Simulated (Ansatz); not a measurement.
# Cl₂FHNV: how energies converge with the basis set

An exercise on one series of results from a longer session: the logs are not shown, and one member is left open.

The runs use Ansatz 0.2.0, Gaussian basis; one geometry, several basis sets.

Levels to be run: PBE0-D4/def2-SVP; ωB97M-V/def2-SVP; PBE0-D4/def2-QZVPP; ωB97M-V/def2-QZVPP; the functionals' def2-TZVPP values are taken from earlier runs.

## The geometry

An earlier PBE0-D4 in a triple-zeta def2 set relaxation fixed the geometry.

SMILES `[NH]=[V]([F])([Cl])[Cl]`, 6 atoms, charge 0, spin multiplicity 1.

Atoms are counted from 1 here; the program's logs count them from 0.

Bond lengths: N1–V2 1.588 Å, N1–H6 1.013 Å, V2–F3 1.721 Å, V2–Cl4 2.142 Å, V2–Cl5 2.142 Å. Angles: V2–N1–H6 179.9°, N1–V2–F3 108.6°, N1–V2–Cl4 107.3°, N1–V2–Cl5 107.3°, F3–V2–Cl4 111.3°, F3–V2–Cl5 111.3°, Cl4–V2–Cl5 111.0°.

Set-up of the first run:

Input file in.yaml:

```yaml
crystal:
  periodic: [false, false, false]
  atoms:
    - {symbol: N, position_ang: [-0.327808, 0.271248, 1.104747]}
    - {symbol: V, position_ang: [0.186365, -0.158406, -0.335324]}
    - {symbol: F, position_ang: [1.521419, -1.226994, -0.144098]}
    - {symbol: Cl, position_ang: [-1.445252, -1.124819, -1.330551]}
    - {symbol: Cl, position_ang: [0.763839, 1.629289, -1.363573]}
    - {symbol: H, position_ang: [-0.656564, 0.545683, 2.022599]}
basis:
  gaussian: {orbitals: def2-SVP}
hamiltonian: {xc: pbe0, dispersion: d4}
output: {orbitals: {seedname: orbitals}}
```

On the command line:

```console
$ ansatz run in.yaml --threads 4 --pin off --events-out ev --progress --plain --max-ram 10444MiB
```

Among the steps run: PBE0-D4 in def2-SVP; ωB97M-V in def2-SVP; PBE0-D4 in def2-QZVPP; ωB97M-V in def2-QZVPP.

One table of the session follows, with a row left open; its other results are not shown here.

It belongs to the step «Density functionals: the series». 

| functional | basis | HOMO (eV) | LUMO (eV) |
| --- | --- | --- | --- |
| PBE0-D4 | def2-SVP | -8.79 | -3.68 |
| PBE0-D4 | def2-TZVPP | -8.92 | -3.71 |
| PBE0-D4 | def2-QZVPP | -8.93 | -3.73 |
| ωB97M-V | def2-SVP | -10.92 | -1.44 |
| ωB97M-V | def2-TZVPP | ? | ? |
| ωB97M-V | def2-QZVPP | -11.14 | -1.55 |

Estimate the missing values for ωB97M-V, def2-TZVPP.

**Answer.** HOMO (eV): -11.11; LUMO (eV): -1.52. In the column «HOMO (eV)» it lies between ωB97M-V, def2-QZVPP (-11.14) and ωB97M-V, def2-SVP (-10.92).
